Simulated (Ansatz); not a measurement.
**Au (fcc type): a single-point run**

Wanted: a converged single-point run for Au (fcc type), and a check of what comes out.

Method: DFT, PBEsol, PAW with Ansatz's default frozen-core files, scalar-relativistic, in Ansatz 0.2.0.

## (1) Starting point

Symmetry: Fm-3m, No. 225, cubic system. The conventional cell has a = 3.942 Å, b = 3.942 Å, c = 3.942 Å, α = 90.00°, β = 90.00°, γ = 90.00°. Around Au (site symmetry m-3m) lie 12 Au at 2.79 Å.

Coordinates:

```cif
data_structure
_symmetry_space_group_name_H-M 'Fm-3m'
_symmetry_Int_Tables_number 225
_cell_length_a 3.9424
_cell_length_b 3.9424
_cell_length_c 3.9424
_cell_angle_alpha 90.000
_cell_angle_beta 90.000
_cell_angle_gamma 90.000
_cell_volume 61.27
loop_
_atom_site_label
_atom_site_type_symbol
_atom_site_symmetry_multiplicity
_atom_site_Wyckoff_symbol
_atom_site_fract_x
_atom_site_fract_y
_atom_site_fract_z
_atom_site_occupancy
Au1 Au 4 a 0.00000 0.00000 0.00000 1
```

## (2) The calculation

The input, input.yaml:

```yaml
crystal:
  lattice:
    - [0.0, 1.9711777732, 1.9711777732]
    - [1.9711777732, 0.0, 1.9711777732]
    - [1.9711777732, 1.9711777732, 0.0]
  atoms:
    - { symbol: Au, position: [0.0, 0.0, 0.0] }
kpoints:
  mp_grid: { grid: [16, 16, 16] }
scf:
  occupations: { method: fermi_dirac, width: 0.05 }
  convergence: { dr2_threshold: 1.0e-14 }
  max_iter: 50
hamiltonian:
  xc: pbesol
  pseudopotentials: { kind: paw }
output:
  forces: true
  stress: true
  eigenvalues: true
  populations: true
```

Run with:

```sh
$ ansatz run input.yaml --threads 1 --pin off --max-ram 2048MiB --backend cpu --events-out ev --progress --plain --runs-dir out
```

What happens when this is run?

This run ends as converged. It gives a pressure of 25 GPa, which is large; a structure far from rest gives such values too, whatever the setting.

In the input, scf.convergence.dr2_threshold is 1.0e-14. The risk: threshold needlessly tight. Once met, so tight a threshold does no harm; it costs cycles.

The test: delete scf.convergence.dr2_threshold (the default then holds).
